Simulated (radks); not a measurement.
**The first electron to leave Cd⁴⁺**

Cd⁴⁺ stands in [Kr] 4d8. From which sub-shell is an electron easiest to take? Each removal is a run of its own. The parent's configuration is the lowest that an earlier search found at this level.

Program: radks (a radial shooting solver on a logarithmic mesh, Libxc functionals) version 1. Level of theory: scalar-relativistic Kohn-Sham, PBE, spin-polarised, spherical densities, finite nucleus; open shells are filled with parallel spins first. These are calculated values, not measurements, unless marked.

2 further runs of the same task are left out: 2 set aside as unsound or not needed.

### Step 1. Starting point

- element: cadmium (Z = 48)
- charge: +4
- electrons: 44
- configuration: [Kr] 4d8
- nuclear rms radius: 4.6087 fm

The outer shells:

Cd⁴⁺
```
[Kr] core
4d [↑↓][↑↓][↑↓][↑ ][↑ ]
```

### Step 2. The parent, Cd⁴⁺

From an earlier run at this level the parent has E = -5590.205610 hartree and these outer levels (eV):

```
  level  occupation  energy (eV)
  3d up           5      -448.96
3d down           5      -448.54
  4s up           1      -160.29
4s down           1      -158.54
  4p up           3      -120.84
4p down           3      -119.05
  4d up           5      -63.321
4d down           3      -61.592
```

### Step 3. Remove 4d: [Kr] 4d7

Settings of this run:

```text
Z 48
configuration [Kr] 4d7
relativity scalar-relativistic
functional pbe,pbe
spin polarised
nucleus finite rms 4.6087 fm
c 137.035999084
```

### Step 4. Remove 4p: [Ar] 3d10 4s2 4p5 4d8

Changes since step 3:

```diff
@@ -1,3 +1,3 @@
 Z 48
-configuration [Kr] 4d7
+configuration [Ar] 3d10 4s2 4p5 4d8
 relativity scalar-relativistic
```

### Step 5. Remove 4s: [Ar] 3d10 4s1 4p6 4d8

Settings of this run:

```text
Z 48
configuration [Ar] 3d10 4s1 4p6 4d8
relativity scalar-relativistic
functional pbe,pbe
spin polarised
nucleus finite rms 4.6087 fm
c 137.035999084
```

### Step 6. Remove 3d: [Ar] 3d9 4s2 4p6 4d8

Settings of this run:

```text
Z 48
configuration [Ar] 3d9 4s2 4p6 4d8
relativity scalar-relativistic
functional pbe,pbe
spin polarised
nucleus finite rms 4.6087 fm
c 137.035999084
```

### Step 7. Ion rearranged (move 4d to 5s after a removal): [Kr] 4d6 5s1

Settings of this run:

```text
Z 48
configuration [Kr] 4d6 5s1
relativity scalar-relativistic
functional pbe,pbe
spin polarised
nucleus finite rms 4.6087 fm
c 137.035999084
```

### Step 8. Ion rearranged (move 4d to 5p after a removal): [Kr] 4d6 5p1

Changes since step 7:

```diff
@@ -1,3 +1,3 @@
 Z 48
-configuration [Kr] 4d6 5s1
+configuration [Kr] 4d6 5p1
 relativity scalar-relativistic
```

Before running it: what results should come out? Wanted: for each run, case; final configuration; Δ-SCF; −ε of the level emptied.

**Answer**, as computed:

```
                                          case    final configuration  Δ-SCF (eV)  −ε of the level emptied (eV)
                                     remove 4d               [Kr] 4d7      70.107                        61.592
ion rearranged (move 4d to 5s after a removal)           [Kr] 4d6 5s1      92.027                             -
ion rearranged (move 4d to 5p after a removal)           [Kr] 4d6 5p1      102.95                             -
                                     remove 4p  [Ar] 3d10 4s2 4p5 4d8      128.66                        119.05
                                     remove 4s  [Ar] 3d10 4s1 4p6 4d8      168.59                        158.54
                                     remove 3d   [Ar] 3d9 4s2 4p6 4d8      470.21                        448.54
```

In words: The 4d electron leaves first, at 70.107 eV; the next cheapest, 4p, costs 128.66 eV. 4d is also the highest occupied level of the parent. NIST lists 68 eV (theoretical), between the same two configurations. Open shells are spherical and high-spin; term and fine-structure splittings are not resolved.
